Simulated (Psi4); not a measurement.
# A workflow on SnN2H4 (SMILES [NH2][Sn][NH2])

We compute a series of 10 runs (PBE-D4/def2-SVP, PBE0-D4/def2-TZVP, PBE-D4/def2-TZVPP, r2SCAN-D4/def2-TZVPP, B3LYP-D4/def2-TZVPP, PBE0-D4/def2-TZVPP, wB97M-V/def2-TZVPP, CCSD(T)/def2-TZVPP, and more) of SnN2H4. 

The calculation is run with Psi4 1.11.

## Step 1: The structure to begin with

The species is SnN2H4 (7 atoms), meant as a singlet with charge 0. As SMILES, `[NH2][Sn][NH2]`. The shape comes from GFN2-xTB, rattled, which is rough for such elements, and wasn't checked as a minimum. This is one conformer, not always the lowest. The run starts from this shape.

Bond lengths: N1–Sn2 2.050 Å, Sn2–N3 2.077 Å, N1–H4 1.027 Å, N1–H5 1.064 Å, N3–H6 1.048 Å, N3–H7 0.959 Å. Angles: N1–Sn2–N3 93.5°, Sn2–N1–H4 127.0°, Sn2–N1–H5 125.4°, Sn2–N3–H6 127.9°, Sn2–N3–H7 128.8°, H4–N1–H5 107.5°, H6–N3–H7 103.2°.

## Step 2: A structure relaxation at PBE-D4/def2-SVP (density fitting, core potential) (run 1)

job.py

```python
import psi4

psi4.set_memory('3300 MB')
psi4.set_num_threads(2)
psi4.core.set_output_file('h4n2sn.out', False)

molecule = psi4.geometry("""
0 1
N     -1.232386    -0.300488    -0.818534
Sn    -0.267792     1.414221    -0.243493
N      1.234828     0.384431     0.755031
H     -0.988454    -1.263761    -0.557591
H     -2.123295    -0.341942    -1.399552
H      1.325105    -0.651095     0.892232
H      1.984281     0.735165     1.239770
units angstrom
symmetry c1
""")

options = {'basis': 'def2-SVP', 'scf_type': 'df', 'geom_maxiter': 60, 'max_force_g_convergence': 0.0005}
psi4.set_options(options)

e_tot = psi4.optimize("pbe-d4")
print(f'pbe-d4 energy: {e_tot:.10f} Eh')
print(molecule.to_string(dtype='xyz', units='Angstrom'))
for k, v in sorted(psi4.core.scalar_variables().items()):
    print(f'{k:45s} {v:18.10f}')
```

On the command line:

```console
python job.py
```

h4n2sn.out:

```text
[...]
    !!!  WARNING: ECP capability is in beta. Please check occupations closely.  !!!
[...]
  Running in c1 symmetry.
[...]
  Nuclear repulsion =  124.157746634786420
[...]
  Multiplicity = 1
[...]
  Nalpha       = 20
  Nbeta        = 20
[...]
    Number of basis functions: 74
[...]
   @DF-RKS iter   1:  -325.22909540770058   -8.90548e-01   1.75158e-02 DIIS/ADIIS
[...]
    !!!  WARNING: ECP capability is in beta. Please check occupations closely.  !!!
[...]
   @DF-RKS iter   8:  -326.01170482087645   -4.43379e-12   2.93248e-09 DIIS
[...]
  @DF-RKS Final Energy:  -326.01170482087645
   => Energetics <=
    Nuclear Repulsion Energy =            124.4319340673039136
    One-Electron Energy =                -776.2695290226020006
    Two-Electron Energy =                 359.0413334836197805
    DFT Exchange-Correlation Energy =     -33.2108072063739144
    Empirical Dispersion Energy =          -0.0046361428242667
    VV10 Nonlocal Energy =                  0.0000000000000000
    Total Energy =                       -326.0117048208764459
[...]
 Multipole Moments:
 ------------------------------------------------------------------------------------
     Multipole            Electronic (a.u.)      Nuclear  (a.u.)        Total (a.u.)
 ------------------------------------------------------------------------------------
 L = 1.  Multiply by 2.5417464519 to convert [e a0] to [Debye]
 Dipole X            :         -4.3972736            4.4601392            0.0628656
 Dipole Y            :         26.4389578          -26.8186122           -0.3796544
 Dipole Z            :         -4.3954751            4.4567430            0.0612679
 Magnitude           :                                                    0.3896707
[...]
  -Total Gradient:
     Atom            X                  Y                   Z
    ------   -----------------  -----------------  -----------------
       1       -0.000422474530    -0.000064753082    -0.000270323822
       2       -0.000163469011     0.000105899433    -0.000123946134
       3        0.000573000844     0.000132543756     0.000378485517
       4        0.000060052762     0.000062759265     0.000038756113
       5        0.000287551097     0.000011382636     0.000189023903
       6       -0.000177543201     0.000004277481    -0.000131793058
       7       -0.000180489037    -0.000110049114    -0.000103939111
[...]
```

Wall time 17 s (2 threads of Intel Xeon 6975P-C (Granite Rapids), shared host); peak memory 0.6 GiB.

Step by step:

| step | energy from the first frame kept (eV) | largest force (eV/Å) |
| --- | --- | --- |
| 0 | 0.0000 | 3.6717 |
| 1 | -0.1891 | 0.5042 |
| 2 | -0.1965 | 0.1300 |
| 3 | -0.1981 | 0.0266 |
| 4 | -0.1982 | 0.0335 |
| 5 | -0.1984 | 0.0360 |

After the run. Bond lengths: N1–Sn2 2.060 Å, Sn2–N3 2.061 Å, N1–H4 1.024 Å, N1–H5 1.023 Å, N3–H6 1.024 Å, N3–H7 1.023 Å. Angles: N1–Sn2–N3 93.9°, Sn2–N1–H4 126.4°, Sn2–N1–H5 122.7°, Sn2–N3–H6 126.1°, Sn2–N3–H7 122.9°, H4–N1–H5 110.9°, H6–N3–H7 110.9°.

## Step 3: A geometry optimisation at PBE0-D4/def2-TZVP (density fitting, core potential) (run 2)

run.py

```python
import psi4

psi4.set_memory('3300 MB')
psi4.set_num_threads(2)
psi4.core.set_output_file('output.dat', False)

m = psi4.geometry("""
0 1
N     -1.267257    -0.293659    -0.811383
Sn    -0.259455     1.412197    -0.246491
N      1.203892     0.380531     0.773921
H     -1.007565    -1.257284    -0.580862
H     -2.124538    -0.270710    -1.368309
H      1.270949    -0.637171     0.868542
H      1.981313     0.843592     1.250322
symmetry c1
""")

psi4.set_options({
    'basis': 'def2-TZVP',
    'scf_type': 'df',
    'geom_maxiter': 50,
    'max_force_g_convergence': 0.0002,
})

e_tot, wfn = psi4.optimize('pbe0-d4', return_wfn=True)
print(f'total energy {e_tot:.8f} hartree = {e_tot * 27.211386:.5f} eV')
print(m.to_string(dtype='xyz', units='Angstrom'))
```

On the command line:

```console
python run.py
```

output.dat:

```text
[...]
    !!!  WARNING: ECP capability is in beta. Please check occupations closely.  !!!
[...]
  Running in c1 symmetry.
[...]
  Nuclear repulsion =  124.431957934674017
[...]
  Multiplicity = 1
[...]
  Nalpha       = 20
  Nbeta        = 20
[...]
    Number of basis functions: 136
[...]
 WARNING: Atomic UHF is not converging! Try casting from a smaller basis or call Rob at CCMST.
   -------------------------
[...]
   @DF-RKS iter   1:  -325.40981465809500   -1.03615e+00   9.86208e-03 DIIS/ADIIS
[...]
    !!!  WARNING: ECP capability is in beta. Please check occupations closely.  !!!
[...]
   @DF-RKS iter   8:  -326.17186155601001   -8.52651e-13   1.75444e-09 DIIS
[...]
  @DF-RKS Final Energy:  -326.17186155601001
   => Energetics <=
    Nuclear Repulsion Energy =            126.8420203235135233
    One-Electron Energy =                -781.2228649321768899
    Two-Electron Energy =                 353.5745926865614024
    DFT Exchange-Correlation Energy =     -25.3616861714622281
    Empirical Dispersion Energy =          -0.0039234624458930
    VV10 Nonlocal Energy =                  0.0000000000000000
    Total Energy =                       -326.1718615560100147
[...]
 Multipole Moments:
 ------------------------------------------------------------------------------------
     Multipole            Electronic (a.u.)      Nuclear  (a.u.)        Total (a.u.)
 ------------------------------------------------------------------------------------
 L = 1.  Multiply by 2.5417464519 to convert [e a0] to [Debye]
 Dipole X            :         -4.3102686            4.3483226            0.0380540
 Dipole Y            :         25.9324008          -26.1615584           -0.2291577
 Dipole Z            :         -4.2947273            4.3324377            0.0377105
 Magnitude           :                                                    0.2353368
[...]
  -Total Gradient:
     Atom            X                  Y                   Z
    ------   -----------------  -----------------  -----------------
       1        0.000114679025     0.000187627901     0.000047756321
       2       -0.000000518896    -0.000129250972     0.000008922349
       3       -0.000117409183     0.000188026519    -0.000070112290
       4       -0.000040202030    -0.000029129126    -0.000017895691
       5       -0.000030409217    -0.000047616059    -0.000012130545
       6        0.000006831380    -0.000013641930    -0.000000051020
       7        0.000051005129    -0.000060031460     0.000027570599
[...]
```

Standard output:

```text
Some dependencies such as QCElemental have not yet finished migration to pydantic v2. If issues are encountered please downgrade pydantic or upgrade QCElemental as appropriate
	Previous geometry is closer to target in internal coordinates, so using that one.

	Best geometry has RMS(Delta(q)) = 4.74e-07

Optimizer: Optimization complete!
total energy -326.17186156 hartree = -8875.58843 eV
7
0 1 H4N2Sn
N                    -1.043052632609    -1.375132060254    -0.605450523307
Sn                   -0.048409713470     0.291200058236    -0.048233461587
N                     1.390194421134    -0.712654595852     0.951332520450
H                    -0.786074066828    -2.323977947269    -0.380432735082
H                    -1.885963234680    -1.347153201247    -1.155942020300
H                     1.455950528483    -1.714278828371     1.048386186725
H                     2.152141187605    -0.250585225368     1.420578059571
```

Wall time 20 s (2 threads of Intel Xeon 6975P-C (Granite Rapids), shared host); peak memory 0.9 GiB.

The path in brief:

| step | energy from the first frame kept (eV) | largest force (eV/Å) |
| --- | --- | --- |
| 0 | 0.0000 | 1.0305 |
| 1 | -0.0486 | 0.3820 |
| 2 | -0.0531 | 0.0499 |
| 3 | -0.0532 | 0.0120 |

After the run. Bond lengths: N1–Sn2 2.019 Å, Sn2–N3 2.019 Å, N1–H4 1.008 Å, N1–H5 1.007 Å, N3–H6 1.008 Å, N3–H7 1.007 Å. Angles: N1–Sn2–N3 94.4°, Sn2–N1–H4 126.1°, Sn2–N1–H5 122.7°, Sn2–N3–H6 126.0°, Sn2–N3–H7 122.8°, H4–N1–H5 111.2°, H6–N3–H7 111.2°.

## Step 4: Vibrational wavenumbers at PBE0-D4/def2-TZVP (density fitting, core potential) (run 3)

job.py

```python
import psi4

psi4.set_memory('3300 MB')
psi4.set_num_threads(2)
psi4.core.set_output_file('output.dat', False)

mol = psi4.geometry("""
N     -2.36753015    -0.49409913    -1.51611593
Sn    -0.48792729     2.65481387    -0.46312841
N      2.23064028     0.75780285     1.42577757
H     -1.88191022    -2.28715632    -1.09089543
H     -3.96039919    -0.44122648    -2.55639505
H      2.35490111    -1.13499219     1.60918116
H      3.67051143     1.63098671     2.31252211
units bohr
symmetry c1
""")

options = {'reference': 'rks', 'scf_type': 'df', 'rotational_symmetry_number': 2}
psi4.set_options(options)

E, wfn = psi4.frequency("pbe0-d4/def2-TZVP", return_wfn=True)
print('E =', round(E, 9))
print('wavenumbers / cm^-1:', wfn.frequencies().np.round(1))
```

On the command line:

```console
python job.py
```

output.dat:

```text
[...]
    !!!  WARNING: ECP capability is in beta. Please check occupations closely.  !!!
[...]
  Running in c1 symmetry.
[...]
  Nuclear repulsion =  126.842010445382542
[...]
  Multiplicity = 1
[...]
  Nalpha       = 20
  Nbeta        = 20
[...]
    Number of basis functions: 136
[...]
   @DF-RKS iter   1:  -325.39770361013626   -9.90827e-01   1.00021e-02 DIIS/ADIIS
[...]
   @DF-RKS iter  12:  -326.17186086805930   -3.41061e-12   6.85764e-09 DIIS
[...]
  @DF-RKS Final Energy:  -326.17186086805930
   => Energetics <=
    Nuclear Repulsion Energy =            126.8448921543339054
    One-Electron Energy =                -781.2281387101331802
    Two-Electron Energy =                 353.5772232492030298
    DFT Exchange-Correlation Energy =     -25.3619140585406129
    Empirical Dispersion Energy =          -0.0039235029224509
    VV10 Nonlocal Energy =                  0.0000000000000000
    Total Energy =                       -326.1718608680592979
[...]
  -Total Gradient:
     Atom            X                  Y                   Z
    ------   -----------------  -----------------  -----------------
       1        0.000126894625     0.000178908416     0.000047298425
       2       -0.000004841955    -0.000087291709     0.000023875973
       3        0.000398194376     0.000698731277     0.000232185914
       4       -0.000044946338    -0.000032053841    -0.000017369667
       5       -0.000025895023    -0.000046774420    -0.000017961573
       6        0.000070471940    -0.000165601197     0.000066732010
       7       -0.000535905166    -0.000449961991    -0.000350548675
[...]
  ==> Harmonic Vibrational Analysis <==
[...]
  Freq [cm^-1]                 187.8603            196.7375            266.2341
[...]
  IR activ [km/mol]             0.0069              1.6947             407.1916
[...]
  Freq [cm^-1]                 304.7856            437.2210            585.3419
[...]
  IR activ [km/mol]             0.0513              4.5416             46.2729
[...]
  Freq [cm^-1]                 601.6446            607.8599            708.3994
[...]
  IR activ [km/mol]            71.1924             53.5321             59.8449
[...]
  Freq [cm^-1]                1538.9161           1559.6772           3580.0493
[...]
  IR activ [km/mol]            24.9701             15.3207              1.7593
[...]
  Freq [cm^-1]                3583.4454           3696.3730           3697.6222
[...]
  IR activ [km/mol]             8.0182             11.1385             21.6213
[...]
  Total E_0, Enthalpy at 0 [K]                                                         -326.12276211 [Eh]
[...]
  Total H, Enthalpy at  298.15 [K]                                                     -326.11608606 [Eh]
[...]
```

Standard output:

```text
Warning: used thermodynamics relations inappropriate for low-frequency modes: ['187.8603' '196.7375' '266.2341' '304.7856' '437.2210' '585.3419'
 '601.6446' '607.8599']
E = -326.171861558
wavenumbers / cm^-1: [ 187.9  196.7  266.2  304.8  437.2  585.3  601.6  607.9  708.4 1538.9
 1559.7 3580.  3583.4 3696.4 3697.6]
```

Wall time 2.8 min (2 threads of Intel Xeon 6975P-C (Granite Rapids), shared host); peak memory 0.93 GiB.

Runs 4 to 9 aren't shown in full; the table further down has their settings and results.

## Step 5: A single-point energy at MP2/def2-QZVPP (density fitting, core potential, density fitting for correlation) (run 10)

run.py

```python
import psi4

psi4.set_memory('3300 MB')
psi4.set_num_threads(2)
psi4.set_output_file('run.log', False)

m = psi4.geometry("""
N
Sn 1 2.019027
N 2 2.019019 1 94.43347
H 1 1.008453 2 126.11556 3 0.16556
H 1 1.007135 4 111.18454 2 -179.67715
H 3 1.008461 2 126.01051 1 0.16685
H 3 1.007106 6 111.19392 4 -179.8698
symmetry c1
""")

psi4.set_options({
    'basis': 'def2-QZVPP',
    'reference': 'rhf',
    'scf_type': 'df',
    'num_frozen_docc': 6,
})

result = psi4.energy('mp2')
print(f'mp2 energy: {result:.10f} Eh')
```

On the command line:

```console
python run.py
```

run.log:

```text
[...]
    !!!  WARNING: ECP capability is in beta. Please check occupations closely.  !!!
[...]
  Running in c1 symmetry.
[...]
  Nuclear repulsion =  126.842023872607498
[...]
  Multiplicity = 1
[...]
  Nalpha       = 20
  Nbeta        = 20
[...]
    Number of basis functions: 316
[...]
   @DF-RHF iter   1:  -324.27000063032284   -1.74309e+00   2.98184e-03 DIIS/ADIIS
[...]
   @DF-RHF iter  12:  -324.66543308045891   -2.69438e-11   3.21884e-09 DIIS
[...]
    Orbital Energies [Eh]
    ---------------------
    Doubly Occupied:
       1A    -15.520012     2A    -15.520001     3A     -5.838934
       4A     -4.031714     5A     -4.025918     6A     -4.022397
       7A     -1.303223     8A     -1.302482     9A     -1.297272
      10A     -1.292537    11A     -1.285711    12A     -1.098827
      13A     -1.074986    14A     -0.638504    15A     -0.629532
      16A     -0.621400    17A     -0.498948    18A     -0.402760
      19A     -0.368109    20A     -0.336016
[...]
  @DF-RHF Final Energy:  -324.66543308045891
   => Energetics <=
    Nuclear Repulsion Energy =            126.8420238726074984
    One-Electron Energy =                -780.7963477126810403
    Two-Electron Energy =                 329.2888907596146737
    Total Energy =                       -324.6654330804589108
[...]
 Multipole Moments:
 ------------------------------------------------------------------------------------
     Multipole            Electronic (a.u.)      Nuclear  (a.u.)        Total (a.u.)
 ------------------------------------------------------------------------------------
 L = 1.  Multiply by 2.5417464519 to convert [e a0] to [Debye]
 Dipole X            :         -0.0003144            0.0004964            0.0001820
 Dipole Y            :         19.6150683          -19.7207343           -0.1056659
 Dipole Z            :         18.1557370          -18.2537121           -0.0979752
 Magnitude           :                                                    0.1440988
[...]
```

The script printed:

```text
mp2 energy: -325.6592621263 Eh
```

Run time: 8.1 s. Hardware: 2 threads of Intel Xeon 6975P-C (Granite Rapids), shared host; peak memory 0.91 GiB.

## Step 6: All runs side by side

| run | level | geom maxiter | max force g convergence | energy (Eh) | dipole moment (D) | HOMO energy (eV) | LUMO energy (eV) | wall time |
| --- | --- | --- | --- | --- | --- | --- | --- | --- |
| 1 | PBE-D4/def2-SVP (density fitting, core potential) | 60 | 0.0005 | -326.011705 | 0.99 | -4.87 | -1.60 | 17 s |
| 2 | PBE0-D4/def2-TZVP (density fitting, core potential) | 50 | 0.0002 | -326.171862 | 0.60 | -6.62 | -1.11 | 20 s |
| 3 | PBE0-D4/def2-TZVP (density fitting, core potential) | – | – | -326.171862 | 0.60 | – | – | 2.8 min |
| 4 | PBE-D4/def2-TZVPP (density fitting, core potential) | – | – | -326.166728 | 0.71 | -5.29 | -1.77 | 9.6 s |
| 5 | r2SCAN-D4/def2-TZVPP (density fitting, core potential) | – | – | -326.316148 | 0.71 | -5.57 | -1.68 | 18 s |
| 6 | B3LYP-D4/def2-TZVPP (density fitting, core potential) | – | – | -326.384344 | 0.49 | -6.37 | -1.34 | 9.3 s |
| 7 | PBE0-D4/def2-TZVPP (density fitting, core potential) | – | – | -326.175237 | 0.57 | -6.62 | -1.12 | 9 s |
| 8 | wB97M-V/def2-TZVPP (density fitting, core potential) | – | – | -326.202600 | 0.46 | -9.01 | 0.51 | 20 s |
| 9 | CCSD(T)/def2-TZVPP (density fitting, core potential, density fitting for correlation) | – | – | -325.440169 | – | -9.10 | 1.39 | 1.9 min |
| 10 | MP2/def2-QZVPP (density fitting, core potential, density fitting for correlation) | – | – | -325.659262 | – | -9.14 | 1.21 | 8.1 s |

## Step 7: Results

| quantity | value |
| --- | --- |
| run 10, MP2/def2-QZVPP: total energy | -325.65926 Eh |
| run 10, MP2/def2-QZVPP: HOMO energy (Hartree–Fock orbitals) | -9.14 eV |
| run 10, MP2/def2-QZVPP: LUMO energy (Hartree–Fock orbitals) | 1.21 eV |
| run 10, MP2/def2-QZVPP: HOMO–LUMO gap (Hartree–Fock orbitals) | 10.35 eV |
| run 10, MP2/def2-QZVPP: correlation energy (6 core orbitals frozen) | -993.8 mEh |

**Reading.** Over runs 3, 4, 5, 6, 7, 8 the dipole moment (its size) runs from 0.46 D (wB97M-V/def2-TZVPP) to 0.71 D (PBE-D4/def2-TZVPP). Over runs 4, 5, 6, 7, 8 the HOMO–LUMO gap runs from 3.52 eV (PBE-D4/def2-TZVPP) to 9.53 eV (wB97M-V/def2-TZVPP). Totals of different functionals can't be ranked against each other. All runs together took 6.6 min, the longest 2.8 min.
